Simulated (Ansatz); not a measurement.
**P4RuCl2F12: geometry, orbitals and charge**

Aim: characterise P4RuCl2F12 as a singlet: its structure, frontier levels and distribution of charge.

Computed with Ansatz 0.2.0, Gaussian basis. Level: RKS PBE0-D4/def2-TZVP.

Plan: relaxation at PBE-D4/def2-SVP; a single point at PBE0-D4/def2-TZVP.

### Step 1. Starting geometry

19 atoms, charge 0, spin multiplicity 1.

Atoms are counted from 1 here; the program's logs count them from 0.

Bond lengths: Cl1–Ru19 2.366 Å, Cl2–Ru19 2.371 Å, F3–P15 1.571 Å, F4–P15 1.579 Å, F5–P15 1.577 Å, F6–P16 1.572 Å, F7–P16 1.567 Å, F8–P16 1.598 Å, F9–P17 1.581 Å, F10–P17 1.570 Å, F11–P17 1.567 Å, F12–P18 1.571 Å, F13–P18 1.594 Å, F14–P18 1.559 Å, P15–Ru19 2.231 Å, P16–Ru19 2.243 Å, P17–Ru19 2.241 Å, P18–Ru19 2.237 Å. Angles: F3–P15–F4 95.3°, F3–P15–F5 95.5°, F3–P15–Ru19 124.4°, F4–P15–F5 95.6°, F4–P15–Ru19 120.1°, F5–P15–Ru19 119.4°, F6–P16–F7 97.7°, F6–P16–F8 93.7°, F6–P16–Ru19 118.9°, F7–P16–F8 93.9°, F7–P16–Ru19 123.1°, F8–P16–Ru19 122.6°, F9–P17–F10 95.4°, F9–P17–F11 95.6°, F9–P17–Ru19 118.2°, F10–P17–F11 96.2°, F10–P17–Ru19 122.1°, F11–P17–Ru19 122.9° and more.

Ru takes the def2 core potential. No spin-orbit coupling is included.

The start is a GFN2-xTB geometry.

### Step 2. Optimising with PBE-D4/def2-SVP

The input, in.yaml:

```yaml
crystal:
  periodic: [false, false, false]
  atoms:
    - {symbol: Cl, position_ang: [-0.215290, -0.160990, 2.573320]}
    - {symbol: Cl, position_ang: [2.592300, -0.537120, 0.475750]}
    - {symbol: F, position_ang: [1.910850, 0.149520, -2.691860]}
    - {symbol: F, position_ang: [-0.212700, 1.093850, -2.821530]}
    - {symbol: F, position_ang: [0.037570, -1.231440, -2.791300]}
    - {symbol: F, position_ang: [-2.501350, 1.330240, 1.421620]}
    - {symbol: F, position_ang: [-2.746150, -1.018830, 1.306380]}
    - {symbol: F, position_ang: [-2.969440, 0.287870, -0.589980]}
    - {symbol: F, position_ang: [-0.169710, 3.163670, -0.512790]}
    - {symbol: F, position_ang: [1.973940, 2.888560, 0.358990]}
    - {symbol: F, position_ang: [0.133960, 2.984150, 1.791680]}
    - {symbol: F, position_ang: [1.393280, -3.001840, -0.638590]}
    - {symbol: F, position_ang: [-0.623970, -3.198760, 0.493290]}
    - {symbol: F, position_ang: [1.302970, -2.863310, 1.720400]}
    - {symbol: P, position_ang: [0.533360, 0.007990, -1.950910]}
    - {symbol: P, position_ang: [-1.923680, 0.116650, 0.605670]}
    - {symbol: P, position_ang: [0.568650, 2.204460, 0.504000]}
    - {symbol: P, position_ang: [0.625070, -2.207900, 0.478880]}
    - {symbol: Ru, position_ang: [0.290350, -0.006760, 0.266970]}
basis:
  gaussian: {orbitals: def2-SVP}
hamiltonian: {xc: pbe, dispersion: d4}
scf: {lower_state_search: "off"}
output: {orbitals: {seedname: orbitals}}
relax: {f_tol: 0.03, max_steps: 70}
```

On the command line:

```
$ ansatz run in.yaml --threads 2 --pin off --events-out ev --progress --plain --max-ram 32768MiB --backend cuda --devices 0, --max-vram 18GiB
```

Log:

```text
Functional definition: PBE
  name "PBE"
  cite "Perdew, Burke & Ernzerhof, Phys. Rev. Lett. 77, 3865 (1996) doi:10.1103/PhysRevLett.77.3865"
  parent pbe
  parameter kappa = 0.804
  parameter beta = 0.06672455060314922
  exchange = pbe_x(kappa = kappa, mu = beta*pi^2/3)
  correlation = pbe_c(beta = beta)
these checks for a lower state are left out or cut short: stability, starts, cluster_reference, orbital_swaps, neighbouring_geometries, increment
3293 factors; their error is unknown
mean field evaluation 1: about -97280.4060 eV, gradient 1.0e2 eV
mean field evaluation 2: about -97157.3402 eV, gradient 2.4e2 eV
mean field evaluation 4: about -97296.2448 eV, gradient 3.3e1 eV
mean field evaluation 8: about -97298.4622 eV, gradient 2.3e0 eV
mean field evaluation 16: about -97298.3111 eV, gradient 4.4e-3 eV
mean field -97298.31107886 eV, -3575.6469809842 hartree, gradient 3.4e-6 eV, S^2 0.000000; 0 other end points of the search recorded, 0 dependent functions left out
the calculation of the forces begins
reference -97298.31115267 eV, -3575.6469836966 hartree; 109, 109 occupied and 198, 198 virtual orbitals, 3293 factors
relax step   1: F+E_penalty+E_count = -97299.51171525 eV  Δ(F+E_penalty+E_count) = +0.000e0 eV  max|allowed force component| = 1.390e0 eV/Å  Δτ_max = 0.0000 Å  (23 SCF iters, accepted)
these checks for a lower state are left out or cut short: stability, starts, cluster_reference, orbital_swaps, neighbouring_geometries, increment
3293 factors; their error is unknown
mean field evaluation 32: about -97298.8692 eV, gradient 1.0e-4 eV
mean field -97298.86916618 eV, -3575.6674903148 hartree, gradient 9.5e-7 eV, S^2 0.000000; 0 other end points of the search recorded, 0 dependent functions left out
the calculation of the forces begins
reference -97298.86924105 eV, -3575.6674930663 hartree; 109, 109 occupied and 198, 198 virtual orbitals, 3293 factors
relax step   2: F+E_penalty+E_count = -97300.06591553 eV  Δ(F+E_penalty+E_count) = -5.542e-1 eV  max|allowed force component| = 5.908e-1 eV/Å  Δτ_max = 0.1943 Å  (27 SCF iters, accepted)
these checks for a lower state are left out or cut short: stability, starts, cluster_reference, orbital_swaps, neighbouring_geometries, increment
3293 factors; their error is unknown
mean field -97299.04414490 eV, -3575.6739206642 hartree, gradient 1.0e-6 eV, S^2 0.000000; 0 other end points of the search recorded, 0 dependent functions left out
the calculation of the forces begins
reference -97299.04422022 eV, -3575.6739234322 hartree; 109, 109 occupied and 198, 198 virtual orbitals, 3293 factors
relax step   3: F+E_penalty+E_count = -97300.24432172 eV  Δ(F+E_penalty+E_count) = -1.784e-1 eV  max|allowed force component| = 8.285e-1 eV/Å  Δτ_max = 0.1442 Å  (27 SCF iters, accepted)
[... from here on, the SCF cycles and remarks between the steps are left out ...]
relax step   4: F+E_penalty+E_count = -97300.28080776 eV  Δ(F+E_penalty+E_count) = -3.649e-2 eV  max|allowed force component| = 3.331e-1 eV/Å  Δτ_max = 0.0546 Å  (22 SCF iters, accepted)
relax step   5: F+E_penalty+E_count = -97300.26329369 eV  Δ(F+E_penalty+E_count) = +1.751e-2 eV  max|allowed force component| = 7.845e-1 eV/Å  Δτ_max = 0.1351 Å  (21 SCF iters, rejected (line search))
relax step   6: F+E_penalty+E_count = -97300.29723064 eV  Δ(F+E_penalty+E_count) = -1.642e-2 eV  max|allowed force component| = 6.391e-2 eV/Å  Δτ_max = 0.0649 Å  (21 SCF iters, accepted)
relax step   7: F+E_penalty+E_count = -97300.29847673 eV  Δ(F+E_penalty+E_count) = -1.246e-3 eV  max|allowed force component| = 8.180e-2 eV/Å  Δτ_max = 0.0238 Å  (21 SCF iters, accepted)
relax step   8: F+E_penalty+E_count = -97300.30053622 eV  Δ(F+E_penalty+E_count) = -2.059e-3 eV  max|allowed force component| = 3.916e-2 eV/Å  Δτ_max = 0.0582 Å  (20 SCF iters, accepted)
relax step   9: F+E_penalty+E_count = -97300.30082510 eV  Δ(F+E_penalty+E_count) = -2.889e-4 eV  max|allowed force component| = 1.956e-1 eV/Å  Δτ_max = 0.1196 Å  (20 SCF iters, accepted)
relax step  10: F+E_penalty+E_count = -97300.30391518 eV  Δ(F+E_penalty+E_count) = -3.090e-3 eV  max|allowed force component| = 7.973e-2 eV/Å  Δτ_max = 0.0161 Å  (21 SCF iters, accepted)
relax step  11: F+E_penalty+E_count = -97300.31610881 eV  Δ(F+E_penalty+E_count) = -1.219e-2 eV  max|allowed force component| = 5.606e-2 eV/Å  Δτ_max = 0.2000 Å  (27 SCF iters, accepted)
relax step  12: F+E_penalty+E_count = -97300.31355820 eV  Δ(F+E_penalty+E_count) = +2.551e-3 eV  max|allowed force component| = 6.504e-1 eV/Å  Δτ_max = 0.1971 Å  (28 SCF iters, rejected (line search))
relax step  13: F+E_penalty+E_count = -97300.32335244 eV  Δ(F+E_penalty+E_count) = -7.244e-3 eV  max|allowed force component| = 9.476e-2 eV/Å  Δτ_max = 0.0986 Å  (21 SCF iters, accepted)
relax step  14: F+E_penalty+E_count = -97300.32996446 eV  Δ(F+E_penalty+E_count) = -6.612e-3 eV  max|allowed force component| = 1.614e-1 eV/Å  Δτ_max = 0.0973 Å  (21 SCF iters, accepted)
relax step  15: F+E_penalty+E_count = -97300.33293352 eV  Δ(F+E_penalty+E_count) = -2.969e-3 eV  max|allowed force component| = 4.728e-1 eV/Å  Δτ_max = 0.1490 Å  (21 SCF iters, accepted)
relax step  16: F+E_penalty+E_count = -97300.34414257 eV  Δ(F+E_penalty+E_count) = -1.121e-2 eV  max|allowed force component| = 2.565e-1 eV/Å  Δτ_max = 0.0936 Å  (21 SCF iters, accepted)
relax step  17: F+E_penalty+E_count = -97300.35683867 eV  Δ(F+E_penalty+E_count) = -1.270e-2 eV  max|allowed force component| = 4.957e-2 eV/Å  Δτ_max = 0.1712 Å  (21 SCF iters, accepted)
relax step  18: F+E_penalty+E_count = -97300.36046222 eV  Δ(F+E_penalty+E_count) = -3.624e-3 eV  max|allowed force component| = 4.296e-2 eV/Å  Δτ_max = 0.0954 Å  (21 SCF iters, accepted)
relax step  19: F+E_penalty+E_count = -97300.35317578 eV  Δ(F+E_penalty+E_count) = +7.286e-3 eV  max|allowed force component| = 4.239e-1 eV/Å  Δτ_max = 0.1906 Å  (28 SCF iters, rejected (line search))
relax step  20: F+E_penalty+E_count = -97300.36068592 eV  Δ(F+E_penalty+E_count) = -2.237e-4 eV  max|allowed force component| = 3.477e-2 eV/Å  Δτ_max = 0.0749 Å  (20 SCF iters, accepted)
relax step  21: F+E_penalty+E_count = -97300.36228012 eV  Δ(F+E_penalty+E_count) = -1.594e-3 eV  max|allowed force component| = 6.805e-2 eV/Å  Δτ_max = 0.0428 Å  (21 SCF iters, accepted)
these checks for a lower state are left out or cut short: stability, starts, cluster_reference, orbital_swaps, neighbouring_geometries, increment
3293 factors; their error is unknown
mean field -97299.15617619 eV, -3575.6780377383 hartree, gradient 7.9e-7 eV, S^2 0.000000; 0 other end points of the search recorded, 0 dependent functions left out
the calculation of the forces begins
reference -97299.15625199 eV, -3575.6780405237 hartree; 109, 109 occupied and 198, 198 virtual orbitals, 3293 factors
relax step  22: F+E_penalty+E_count = -97300.36275819 eV  Δ(F+E_penalty+E_count) = -4.781e-4 eV  max|allowed force component| = 1.670e-2 eV/Å  Δτ_max = 0.0226 Å  (21 SCF iters, accepted)
Total energy: -97300.36283398 eV, -3575.7223815942 hartree
Atom 0 at    -0.151686    -0.050106     2.745038 Å, force     0.016697     0.001241     0.007326 eV/Å
Atom 1 at     2.663742    -0.045252     0.699045 Å, force    -0.007875    -0.002418     0.011718 eV/Å
Atom 2 at     1.938840    -0.082089    -2.533871 Å, force    -0.001742     0.001427     0.003234 eV/Å
Atom 3 at    -0.074246     1.261231    -2.643729 Å, force    -0.002418    -0.000265     0.001067 eV/Å
Atom 4 at    -0.223330    -1.165009    -2.664109 Å, force    -0.000974    -0.002476     0.000682 eV/Å
Atom 5 at    -2.682168     1.260238     1.066110 Å, force    -0.003613     0.005464    -0.001332 eV/Å
Atom 6 at    -2.751501    -1.167643     0.999437 Å, force    -0.004678    -0.004148    -0.001409 eV/Å
Atom 7 at    -2.718542     0.104415    -1.058873 Å, force    -0.001867    -0.000701    -0.000304 eV/Å
Atom 8 at    -0.629754     3.240384     0.426040 Å, force    -0.001075     0.001848     0.003470 eV/Å
Atom 9 at     1.575136     2.902358    -0.528771 Å, force    -0.002051     0.001442    -0.003170 eV/Å
Atom 10 at     1.256079     2.780349     1.879762 Å, force    -0.001934    -0.002256     0.002353 eV/Å
Atom 11 at     1.363047    -2.978624    -0.624626 Å, force     0.000748    -0.004168    -0.002548 eV/Å
Atom 12 at    -0.767718    -3.217776     0.516773 Å, force    -0.000102    -0.003966    -0.000165 eV/Å
Atom 13 at     1.254658    -2.843086     1.799545 Å, force    -0.005624     0.002946     0.001296 eV/Å
Atom 14 at     0.507374     0.000807    -1.843329 Å, force     0.004320     0.003724     0.003687 eV/Å
Atom 15 at    -1.946595     0.042911     0.347673 Å, force     0.016482    -0.000214    -0.000317 eV/Å
Atom 16 at     0.605265     2.232512     0.545751 Å, force     0.004052     0.000169    -0.006423 eV/Å
Atom 17 at     0.515296    -2.266382     0.525665 Å, force     0.003772     0.005263    -0.002745 eV/Å
Atom 18 at     0.266115    -0.009231     0.346460 Å, force    -0.012118    -0.002911    -0.016420 eV/Å
Dipole moment:    -0.386046     0.010171    -0.531397 e Å
Checks for a lower state left out: stability, starts, cluster_reference, orbital_swaps, neighbouring_geometries, increment
```

It took 55 s on 1 × H100 (card shared with other runs) with 2 threads of AMD EPYC 7R13, shared host; peak host memory 0.96 GiB.

Relaxation path: (the energy doesn't fall at every step)

```
step  energy from step 1 (eV)  largest force component (eV/Å)
   1                   0.0000                          1.3904
   2                  -0.5542                          0.5908
   3                  -0.7326                          0.8285
   4                  -0.7691                          0.3331
   5                  -0.7516                          0.7845
   6                  -0.7855                          0.0639
   7                  -0.7868                          0.0818
   8                  -0.7888                          0.0392
   9                  -0.7891                          0.1956
  10                  -0.7922                          0.0797
  11                  -0.8044                          0.0561
  12                  -0.8018                          0.6504
  13                  -0.8116                          0.0948
  14                  -0.8182                          0.1614
  15                  -0.8212                          0.4728
  16                  -0.8324                          0.2565
  17                  -0.8451                          0.0496
  18                  -0.8487                          0.0430
  19                  -0.8415                          0.4239
  20                  -0.8490                          0.0348
  21                  -0.8506                          0.0681
  22                  -0.8510                          0.0167
```

Bond lengths before and after, largest changes first:

```
    bond  before (Å)  after (Å)  change (Å)
Cl1–Ru19       2.366      2.435      +0.069
Cl2–Ru19       2.371      2.424      +0.052
P18–Ru19       2.237      2.278      +0.041
P17–Ru19       2.241      2.276      +0.035
P16–Ru19       2.243      2.213      -0.030
P15–Ru19       2.231      2.203      -0.028
  F7–P16       1.567      1.593      +0.026
 F10–P17       1.570      1.595      +0.025
```

Bonds by kind at the end (by distance):

| bond | count | shortest (Å) | longest (Å) |
| --- | --- | --- | --- |
| F–P | 12 | 1.582 | 1.606 |
| P–Ru | 4 | 2.203 | 2.278 |
| Cl–Ru | 2 | 2.424 | 2.435 |

### Step 3. Single point, PBE0-D4/def2-TZVP

start.molden holds the orbitals of an earlier run on this state, so that the run starts from the solution found there.

The input, in.yaml:

```yaml
crystal:
  periodic: [false, false, false]
  atoms:
    - {symbol: Cl, position_ang: [-0.151686, -0.050106, 2.745038]}
    - {symbol: Cl, position_ang: [2.663742, -0.045252, 0.699045]}
    - {symbol: F, position_ang: [1.938840, -0.082089, -2.533871]}
    - {symbol: F, position_ang: [-0.074246, 1.261231, -2.643729]}
    - {symbol: F, position_ang: [-0.223330, -1.165009, -2.664109]}
    - {symbol: F, position_ang: [-2.682168, 1.260238, 1.066110]}
    - {symbol: F, position_ang: [-2.751501, -1.167643, 0.999437]}
    - {symbol: F, position_ang: [-2.718542, 0.104415, -1.058873]}
    - {symbol: F, position_ang: [-0.629754, 3.240384, 0.426040]}
    - {symbol: F, position_ang: [1.575136, 2.902358, -0.528771]}
    - {symbol: F, position_ang: [1.256079, 2.780349, 1.879762]}
    - {symbol: F, position_ang: [1.363047, -2.978624, -0.624626]}
    - {symbol: F, position_ang: [-0.767718, -3.217776, 0.516773]}
    - {symbol: F, position_ang: [1.254658, -2.843086, 1.799545]}
    - {symbol: P, position_ang: [0.507374, 0.000807, -1.843329]}
    - {symbol: P, position_ang: [-1.946595, 0.042911, 0.347673]}
    - {symbol: P, position_ang: [0.605265, 2.232512, 0.545751]}
    - {symbol: P, position_ang: [0.515296, -2.266382, 0.525665]}
    - {symbol: Ru, position_ang: [0.266115, -0.009231, 0.346460]}
basis:
  gaussian: {orbitals: def2-TZVP, fitting: {mean_field: def2-universal-jkfit}, initial_orbitals: start.molden}
hamiltonian: {xc: pbe0, dispersion: d4}
scf: {omitted_lower_state_checks: [starts]}
output: {orbitals: {seedname: orbitals}}
```

Launched as before.

Log:

```text
Functional definition: PBE0
  name "PBE0"
  cite "Adamo & Barone, J. Chem. Phys. 110, 6158 (1999) doi:10.1063/1.478522"
  cite "Perdew, Burke & Ernzerhof, Phys. Rev. Lett. 77, 3865 (1996) doi:10.1103/PhysRevLett.77.3865"
  parent pbe
  parameter a = 0.25
  parameter kappa = 0.804
  parameter beta = 0.06672455060314922
  exchange = (1 - a)*pbe_x(kappa = kappa, mu = beta*pi^2/3) + a*exact_x
  correlation = pbe_c(beta = beta)
these checks for a lower state are left out or cut short: starts
1947 factors; integrals over basis functions are off by at most 1.6e0 eV
mean field evaluation 1: about -97344.3219 eV, gradient 4.6e2 eV
mean field evaluation 2: about -97365.9613 eV, gradient 2.3e1 eV
mean field evaluation 4: about -97367.1051 eV, gradient 6.0e-3 eV
mean field -97367.11527635 eV, -3578.1754886046 hartree, gradient 3.5e-5 eV, S^2 0.000000; 0 other end points of the search recorded, 0 dependent functions left out
reference -97367.11531529 eV, -3578.1754900358 hartree; 109, 109 occupied and 525, 525 virtual orbitals, 1947 factors
Total energy: -97368.17621101 eV, -3578.2144772345 hartree
Checks for a lower state left out: starts
```

Wall time 12 s (1 × H100 (card shared with other runs) with 2 threads of AMD EPYC 7R13, shared host); peak host memory 1 GiB.

From the report: HOMO -8.14 eV, LUMO -2.83 eV.

Mulliken charges, from this run's orbitals:

Cl1 -0.29; Cl2 -0.29; F3 -0.19; F4 -0.22; F5 -0.22; F6 -0.20; F7 -0.20; F8 -0.22; F9 -0.21; F10 -0.20; F11 -0.18; F12 -0.21; F13 -0.21; F14 -0.18; P15 0.86; P16 0.89; P17 0.93; P18 0.93; Ru19 -0.61

Largest Mayer bond orders: F14–P18 1.19; F11–P17 1.19; F3–P15 1.16; F7–P16 1.15; F6–P16 1.15; F10–P17 1.14; F13–P18 1.14; P15–Ru19 1.14; F9–P17 1.14; F12–P18 1.14.

### Step 4. Outcome

```
                                         quantity                                               value
                                      point group                                                  C1
                         donor atoms of the metal  Cl 2.44, Cl 2.42, P 2.20, P 2.21, P 2.28, P 2.28 Å
                  HOMO, LUMO at PBE0-D4/def2-TZVP                                     -8.14, -2.83 eV
charge on the metal (Mulliken, PBE0-D4/def2-TZVP)                                             -0.61 e
                        dipole at PBE-D4/def2-SVP                                              3.16 D
```

The molecule keeps its bonding pattern by the stored test; the atoms moved 0.50 Å (rms), and the angle Cl2–Ru19–P18 went from 68° to 82°. The metal has 6 donor atoms, from 2.20 to 2.44 Å. No usable vibrations, so a minimum isn't proven. Whether this spin is the lowest isn't tested here.
